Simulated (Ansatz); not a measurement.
# Ru: stress in a strained cell

Aim: deform Ru (equal xx and yy strain of -1 %) and compute stress, forces and field gradients with LAPW, PAW and all-electron datasets made for the crystal.

Program: Ansatz 0.2.0. Level of theory: DFT PBEsol, scalar-relativistic. These are calculated values, not measurements.

2 further runs of the same task are left out: 2 set aside as unsound or not needed.

## 1. The structure to begin with

Symmetry: P6_3/mmc, No. 194, hexagonal system. Conventional cell: a = 2.706 Å, b = 2.706 Å, c = 4.282 Å, α = 90.00°, β = 90.00°, γ = 120.00°. Ru (site symmetry -6m2) has 12 Ru at 2.65 to 2.71 Å as nearest neighbours.

Coordinates:

```cif
data_structure
_symmetry_space_group_name_H-M 'P 1'
_symmetry_Int_Tables_number 1
_cell_length_a 2.7058
_cell_length_b 2.7058
_cell_length_c 4.2819
_cell_angle_alpha 90.000
_cell_angle_beta 90.000
_cell_angle_gamma 120.000
_cell_volume 27.15
loop_
_atom_site_label
_atom_site_type_symbol
_atom_site_fract_x
_atom_site_fract_y
_atom_site_fract_z
_atom_site_occupancy
Ru1 Ru 0.33333 0.66667 0.25000 1
Ru2 Ru 0.66667 0.33333 0.75000 1
```

Atoms are numbered in the order of the input: Ru1, Ru2.

## 2. After the deformation

Space group P6_3/mmc before, P6_3/mmc after.

## 3. Full-potential LAPW

input.yaml

```yaml
crystal:
  lattice:
    - [2.6787413409, 0.0, 0.0]
    - [-1.3393706704, 2.3198580514, 0.0]
    - [0.0, 0.0, 4.2819]
  atoms:
    - { symbol: Ru, position: [0.3333333333, 0.6666666667, 0.25] }
    - { symbol: Ru, position: [0.6666666667, 0.3333333333, 0.75] }
kpoints:
  mp_grid: { grid: [14, 14, 8] }
  band_path:
    path:
      - [0.0, 0.0, 0.0]
      - [0.5, 0.0, 0.0]
      - [0.3333333333, 0.3333333333, 0.0]
      - [0.0, 0.0, 0.0]
      - [0.0, 0.0, 0.5]
      - [0.5, 0.0, 0.5]
      - [0.3333333333, 0.3333333333, 0.5]
      - [0.0, 0.0, 0.5]
      - [0.5, 0.0, 0.5]
    npoints: 5
scf:
  occupations: { method: fermi_dirac, width: 0.03 }
hamiltonian:
  xc: pbesol
  pseudopotentials: { kind: all_electron, lapw: { basis_error: 0.001 } }
output:
  forces: true
  stress: true
  eigenvalues: true
```

Started as:

```bash
> ansatz run input.yaml --threads 1 --pin off --max-ram 3072MiB --backend cpu --events-out ev --progress --plain --runs-dir out
```

## 4. PAW on the default files

input.yaml

```yaml
crystal:
  lattice:
    - [2.6787413409, 0.0, 0.0]
    - [-1.3393706704, 2.3198580514, 0.0]
    - [0.0, 0.0, 4.2819]
  atoms:
    - { symbol: Ru, position: [0.3333333333, 0.6666666667, 0.25] }
    - { symbol: Ru, position: [0.6666666667, 0.3333333333, 0.75] }
kpoints:
  mp_grid: { grid: [14, 14, 8] }
scf:
  occupations: { method: fermi_dirac, width: 0.03 }
hamiltonian:
  xc: pbesol
  pseudopotentials: { kind: paw }
output:
  forces: true
  stress: true
  eigenvalues: true
  efg: { contact_densities: true }
  write_density: true
  write_potential: true
  elf: true
  volumetric_format: npy
```

## 5. Datasets made for this crystal

Edit input.yaml of step 4 so:

```diff
@@ -14,3 +14,3 @@
   xc: pbesol
-  pseudopotentials: { kind: paw }
+  pseudopotentials: { kind: all_electron, datasets: crystal }
 output:
@@ -20,5 +20 @@
   efg: { contact_densities: true }
-  write_density: true
-  write_potential: true
-  elf: true
-  volumetric_format: npy
```

(Steps that only read results are left out.)

Before running it: what results should come out? Wanted: pressure; largest shear or deviatoric stress.

As calculated:

| quantity | value |
| --- | --- |
| pressure | LAPW 0.34, PAW 0.36, crystal datasets 0.34 GPa |
| largest shear or deviatoric stress (LAPW) | 4.55 GPa |

Against the undeformed cell the largest change of stress is +8.19 GPa, in the xx component (others tie with it), with the atoms carried along and not relaxed. PAW: stress within 0.04 GPa of LAPW. Crystal datasets: stress within 0.01 GPa of LAPW.
